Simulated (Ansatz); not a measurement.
# Al2Cu: the cost of one run

Method: DFT PBEsol, scalar-relativistic, plane waves, PAW, in Ansatz 0.2.0.

2 further runs of the same task are left out: 2 set aside as unsound or not needed.

### Step 1. The system as given

It takes space group I4/mcm (No. 140, tetragonal). Conventional cell: a = 5.993 Å, b = 5.993 Å, c = 4.828 Å, α = 90.00°, β = 90.00°, γ = 90.00°. Al (site symmetry m2m) has 4 Cu at 2.56 Å and 3 Al at 2.70 to 2.86 Å in its first shell of neighbours. Around Cu (site symmetry 422) lie 2 Cu at 2.41 Å and 8 Al at 2.56 Å.

Coordinates:

```
CELL_PARAMETERS angstrom
-2.99655 2.99655 2.41392
2.99655 -2.99655 2.41392
2.99655 2.99655 -2.41392
ATOMIC_POSITIONS crystal
Al 0.15932 0.65932 0.81864
Al 0.65932 0.84068 0.50000
Al 0.84068 0.34068 0.18136
Al 0.34068 0.15932 0.50000
Cu 0.75000 0.75000 0.00000
Cu 0.25000 0.25000 0.00000
```

This cell was relaxed beforehand with the same method: volume 14.45 Å³/atom, gap on the mesh none (metal).

### Step 2. Bulk reference on the slab's mesh

input.yaml reads:

```yaml
crystal:
  lattice:
    - [4.8770547117, 0.0, 0.0]
    - [1.1947847446, 4.7284407657, 0.0]
    - [-2.3895694892, -1.8608755825, 3.7596837626]
  atoms:
    - { symbol: Al, position: [0.5, 0.8186399156, 0.6593199578] }
    - { symbol: Al, position: [0.1813600844, 0.5, 0.8406800422] }
    - { symbol: Al, position: [0.5, 0.1813600844, 0.3406800422] }
    - { symbol: Al, position: [0.8186399156, 0.5, 0.1593199578] }
    - { symbol: Cu, position: [0.0, 0.0, 0.75] }
    - { symbol: Cu, position: [0.0, 0.0, 0.25] }
basis:
  ecutwfc: 420
kpoints:
  mp_grid: { grid: [7, 7, 9] }
hamiltonian:
  xc: pbesol
scf:
  occupations: { method: gaussian, width: 0.1 }
output:
  forces: true
  stress: true
  eigenvalues: true
  write_density: true
  write_potential: true
  elf: true
  volumetric_format: npy
```

The run is started by

```
$ ansatz run input.yaml --threads 2 --pin off --max-ram 5120MiB --backend cpu --events-out ev --progress --plain --runs-dir out
```

**Question.** How long does this run take on 2 threads of Intel Xeon 6975P-C (Granite Rapids), shared host, and how much memory does it need?

About 8.7 s, with a peak of 0.58 GiB.
